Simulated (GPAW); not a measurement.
Crystal: InSb3.

```
Sb In
1.0
     0.00000    3.79455    3.79455
     3.79455    0.00000    3.79455
     3.79455    3.79455    0.00000
Sb In
3 1
Direct
  0.50000 0.50000 0.50000
  0.75000 0.75000 0.75000
  0.25000 0.25000 0.25000
  0.00000 0.00000 0.00000
```

The cell comes from a database or a generator and needn't be the stable form of this composition.

- Program: GPAW 26.7.0
- Task: relaxation of cell and atoms
- Functional: PBEsol
- Potentials or basis: PAW data sets generated in the run's folder for this functional
- Cutoff: 600 eV
- Basis: pw
- k mesh: 5 × 5 × 5
- Occupations: fermi-dirac, width 0.05 eV
- Spin: no spin polarisation

At the start: pressure -3.3 GPa; volume 27.32 Å³/atom.

Task: Where does the relaxation end?

Result: Over 4 steps the energy falls by 19.8 meV/atom and the volume is 25.68 Å³/atom (-6.0 %); space group Fm-3m (No. 225, to 0.05 Å).

Step by step:
| step | energy change (eV) | largest force (eV/Å) | pressure (GPa) | volume (Å³) |
| --- | --- | --- | --- | --- |
| 1 | 0.0000 | 0.0000 | -3.33 | 109.27 |
| 2 | -0.0137 | 0.0000 | -3.07 | 108.61 |
| 3 | -0.0767 | 0.0000 | 0.73 | 101.48 |
| 4 | -0.0791 | 0.0000 | -0.09 | 102.74 |

Final structure:
```
CELL_PARAMETERS angstrom
0.00000 3.71736 3.71736
3.71736 0.00000 3.71736
3.71736 3.71736 0.00000
ATOMIC_POSITIONS crystal
Sb 0.50000 0.50000 0.50000
Sb 0.75000 0.75000 0.75000
Sb 0.25000 0.25000 0.25000
In 0.00000 0.00000 0.00000
```

Caveat: later steps reuse the first step's grids.
